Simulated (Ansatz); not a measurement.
Input file:

```yaml
crystal:
  lattice:
    - [5.70406, 0.0, 0.0]
    - [-2.85203, 4.939861, 0.0]
    - [0.0, 0.0, 15.20114]
  atoms:
    - { symbol: W, position: [0.0, 0.0, 0.0657845] }
    - { symbol: C, position: [0.33215796, 0.17427727, 0.15462919] }
    - { symbol: W, position: [-0.00820211, -0.00010658, 0.25753622] }
    - { symbol: C, position: [0.32656338, 0.13979331, 0.3279324] }
    - { symbol: W, position: [0.0, 0.5, 0.0657845] }
    - { symbol: C, position: [0.3375889, 0.65216687, 0.15573687] }
    - { symbol: W, position: [-0.00973549, 0.48667107, 0.25044832] }
    - { symbol: C, position: [0.30994551, 0.67687397, 0.33230267] }
    - { symbol: W, position: [0.5, 0.0, 0.0657845] }
    - { symbol: C, position: [0.82372007, 0.15924978, 0.1445942] }
    - { symbol: W, position: [0.50462271, -0.00365145, 0.25953471] }
    - { symbol: C, position: [0.83627404, 0.12353768, 0.34770729] }
    - { symbol: W, position: [0.5, 0.5, 0.0657845] }
    - { symbol: C, position: [0.85790547, 0.66082681, 0.15092238] }
    - { symbol: W, position: [0.50857809, 0.5049294, 0.25531984] }
    - { symbol: C, position: [0.79898087, 0.62149866, 0.3608987] }
    - { symbol: O, position: [0.86685079, 0.66969918, 0.43466872] }
basis:
  ecutwfc: 420.0
kpoints:
  mp_grid: { grid: [2, 2, 1] }
hamiltonian:
  xc: pbe
  pseudopotentials: { kind: paw, azcp: { folder: soft_1 } }
scf:
  occupations: { method: fermi_dirac, width: 0.05 }
  lower_state_search: "off"
md:
  timestep: 1
  n_steps: 150
  ensemble: nve
  temperature: 1050.0
  initial_velocities: maxwell_boltzmann
  seed: 590455
  constraints: [{ sites: [0, 4, 8, 12] }]
```

Launched with:

```bash
$ ansatz run input.yaml --threads 1 --pin off --max-ram 3072MiB --backend cpu --events-out ev --progress --plain --runs-dir out
```

Hardware: 1 thread of Arm Neoverse V1, with other jobs on the host.

Question: Roughly how long does this run take, and how much memory?

Answer: 18 min, with a peak of 0.75 GiB, for 151 ionic steps.
